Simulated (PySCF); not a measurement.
# H6O4SiSn ((OH)3Sn-O-SiH3): the cost of one run

Computed with PySCF 2.14.0 and routines of our own; the level stands in each step. Atoms count from 0.

### 1 The starting structure

12 atoms, charge 0, multiplicity 1; geometry from: GFN2-xTB.

### 2 Geometry optimisation at PBE0-D3(BJ)/def2-SVP

What the job is given:

```
{"job": {"xc": "PBE0", "basis": "def2-SVP", "d3": "d3bj", "grid": 1, "maxiter": 30, "shake": 0.03, "kind": "geom"}, "charge": 0, "multiplicity": 1}
Sn     0.877090     0.562450     0.179950
O      2.250080    -0.569730     0.004530
O      1.168730     2.237590    -0.745510
O      0.621980     0.928050     1.993350
O     -0.755510    -0.048240    -0.685380
Si    -1.848510    -1.206800    -0.454900
H      2.711940    -0.580950    -0.852180
H      0.537100     2.862800    -0.847020
H      0.952620     0.301860     2.634650
H     -2.470020    -1.114750     0.898320
H     -2.774120    -0.939530    -1.519960
H     -1.155900    -2.515490    -0.554870
```

Launch:

```sh
> OMP_NUM_THREADS=1 python heavy_run.py task.json out
```

The driver reads the jobs from task.json and runs them one after another.

**Question.** How long does this first job take on 1 thread of Arm Neoverse V2, shared host, and how much memory does it need?

About 2.4 min, with a peak of 0.52 GiB.
